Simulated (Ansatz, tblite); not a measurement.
**Si(tBu)2Me2 (C₁₀H₂₄Si): a ladder of methods and basis sets**

Aim: run the singlet of Si(tBu)2Me2 (C₁₀H₂₄Si) at one geometry on many levels, and compare frontier levels, spin and run time.

Method: as each input shows; program: Ansatz 0.2.0, Gaussian basis.

Levels to be run: GFN1-xTB, GFN2-xTB, PBE-D4/def2-TZVP, r2SCAN-D4/def2-TZVP, BLYP-D4/def2-TZVP, revPBE-D4/def2-TZVP, PBE-D4/def2-SVP, PBE0-D4/def2-SVP, HF/6-31G, B3LYP-D4/6-31G, MP2/def2-SVP, RPA/def2-SVP.

5 further runs of the same task are left out: 3 that didn't finish, 2 set aside as unsound or not needed. Runs told in other sessions of the task aren't counted.

### 1 The relaxed structure

The singlet was relaxed beforehand with PBE-D4/def2-SVP.

35 atoms, charge 0, spin multiplicity 1.

Bond lengths: Si1–C2 1.946 Å, Si1–C15 1.946 Å, Si1–C28 1.901 Å, Si1–C32 1.901 Å, C2–C3 1.540 Å, C2–C4 1.543 Å, C2–C5 1.541 Å, C3–H6 1.114 Å, C3–H7 1.110 Å, C3–H8 1.109 Å, C4–H9 1.109 Å, C4–H10 1.110 Å, C4–H11 1.113 Å, C5–H12 1.109 Å, C5–H13 1.108 Å, C5–H14 1.114 Å, C15–C16 1.541 Å, C15–C17 1.540 Å and more. Angles: C2–Si1–C15 115.5°, C2–Si1–C28 107.9°, C2–Si1–C32 108.6°, C15–Si1–C28 108.6°, C15–Si1–C32 107.9°, C28–Si1–C32 108.1°, Si1–C2–C3 111.7°, Si1–C2–C4 107.6°, Si1–C2–C5 110.8°, C3–C2–C4 108.6°, C3–C2–C5 109.5°, C4–C2–C5 108.5°, C2–C3–H6 110.3°, C2–C3–H7 112.2°, C2–C3–H8 112.2°, H6–C3–H7 107.1°, H6–C3–H8 107.0°, H7–C3–H8 107.7° and more.

PBE0-D4/def2-TZVP was run before; its log isn't repeated, and its numbers join the tables.

### 2 GFN1-xTB

Tight binding, by tblite at 300 K electronic temperature and without a spin-polarisation term:

```python
tblite.interface.Calculator('GFN1-xTB', numbers, positions, charge=0, uhf=0).singlepoint()
```

Energy -978.2268 eV, HOMO -10.99 eV, LUMO -4.37 eV; 0.028 s.

### 3 GFN2-xTB

Tight binding, by tblite at 300 K electronic temperature and without a spin-polarisation term:

```python
tblite.interface.Calculator('GFN2-xTB', numbers, positions, charge=0, uhf=0).singlepoint()
```

Energy -962.2225 eV, HOMO -9.93 eV, LUMO -3.81 eV; 0.02 s.

### 4 PBE-D4/def2-TZVP

start.molden holds the orbitals of an earlier run on this state, given as this run's starting guess.

File in.yaml:

```yaml
crystal:
  periodic: [false, false, false]
  atoms:
    - {symbol: Si, position_ang: [-0.560935, 0.043185, -0.396768]}
    - {symbol: C, position_ang: [-0.665145, -0.017130, 1.545610]}
    - {symbol: C, position_ang: [0.223994, -1.130329, 2.129031]}
    - {symbol: C, position_ang: [-2.132355, -0.308491, 1.925178]}
    - {symbol: C, position_ang: [-0.261519, 1.338325, 2.158177]}
    - {symbol: H, position_ang: [0.070058, -1.212111, 3.228942]}
    - {symbol: H, position_ang: [-0.006775, -2.124697, 1.692628]}
    - {symbol: H, position_ang: [1.302960, -0.933058, 1.966523]}
    - {symbol: H, position_ang: [-2.463088, -1.309349, 1.581021]}
    - {symbol: H, position_ang: [-2.834530, 0.441705, 1.504545]}
    - {symbol: H, position_ang: [-2.253595, -0.283747, 3.031673]}
    - {symbol: H, position_ang: [-0.908793, 2.164901, 1.800121]}
    - {symbol: H, position_ang: [0.787519, 1.611491, 1.929400]}
    - {symbol: H, position_ang: [-0.358630, 1.303294, 3.266997]}
    - {symbol: C, position_ang: [1.235324, -0.026880, -1.142290]}
    - {symbol: C, position_ang: [1.805747, -1.456544, -1.064251]}
    - {symbol: C, position_ang: [2.187612, 0.946798, -0.424469]}
    - {symbol: C, position_ang: [1.140114, 0.381720, -2.627444]}
    - {symbol: H, position_ang: [2.818410, -1.492172, -1.526193]}
    - {symbol: H, position_ang: [1.908348, -1.815810, -0.021273]}
    - {symbol: H, position_ang: [1.172831, -2.186358, -1.609413]}
    - {symbol: H, position_ang: [2.368435, 0.655112, 0.629917]}
    - {symbol: H, position_ang: [1.802942, 1.988192, -0.425311]}
    - {symbol: H, position_ang: [3.178680, 0.963758, -0.932096]}
    - {symbol: H, position_ang: [0.809143, 1.432626, -2.752349]}
    - {symbol: H, position_ang: [0.439265, -0.262659, -3.198705]}
    - {symbol: H, position_ang: [2.137235, 0.290120, -3.114268]}
    - {symbol: C, position_ang: [-1.396609, 1.648788, -0.976191]}
    - {symbol: H, position_ang: [-1.591981, 1.622799, -2.067366]}
    - {symbol: H, position_ang: [-0.774053, 2.542648, -0.766320]}
    - {symbol: H, position_ang: [-2.372180, 1.793542, -0.468064]}
    - {symbol: C, position_ang: [-1.543566, -1.422091, -1.103475]}
    - {symbol: H, position_ang: [-2.629728, -1.297139, -0.918686]}
    - {symbol: H, position_ang: [-1.234041, -2.387911, -0.654046]}
    - {symbol: H, position_ang: [-1.401073, -1.502528, -2.200792]}
basis:
  gaussian: {orbitals: def2-TZVP, initial_orbitals: start.molden}
hamiltonian: {xc: pbe, dispersion: d4}
scf: {omitted_lower_state_checks: [starts]}
output: {forces: true, orbitals: {seedname: orbitals}}
```

On the command line:

```
ansatz run in.yaml --threads 4 --pin off --events-out ev --progress --plain --max-ram 6963MiB
```

Further steps of the session: r2SCAN-D4/def2-TZVP; BLYP-D4/def2-TZVP; revPBE-D4/def2-TZVP; PBE-D4/def2-SVP; PBE0-D4/def2-SVP; HF/6-31G; B3LYP-D4/6-31G; MP2/def2-SVP; RPA/def2-SVP.

**Question.** What will the summary of the whole plan be? Wanted: gap in def2-TZVP, named functionals, smallest and largest; correlation energy, MP2/def2-SVP; binding an atom, functionals in def2-TZVP; PBE0 total energy, smallest basis above largest.

The runs gave:

```
                                                 quantity                                 value
gap in def2-TZVP, named functionals, smallest and largest  5.85 eV (BLYP-D4), 7.85 eV (PBE0-D4)
                         correlation energy, MP2/def2-SVP                             -42.91 eV
                binding an atom, functionals in def2-TZVP    4.05 (BLYP-D4) to 4.14 eV (PBE-D4)
          PBE0 total energy, smallest basis above largest        14.01 eV (def2-SVP, def2-TZVP)
```

What this shows: Orbital gaps of the named functionals in def2-TZVP span 5.85 eV (BLYP-D4) to 7.85 eV (PBE0-D4); exact exchange widens it.
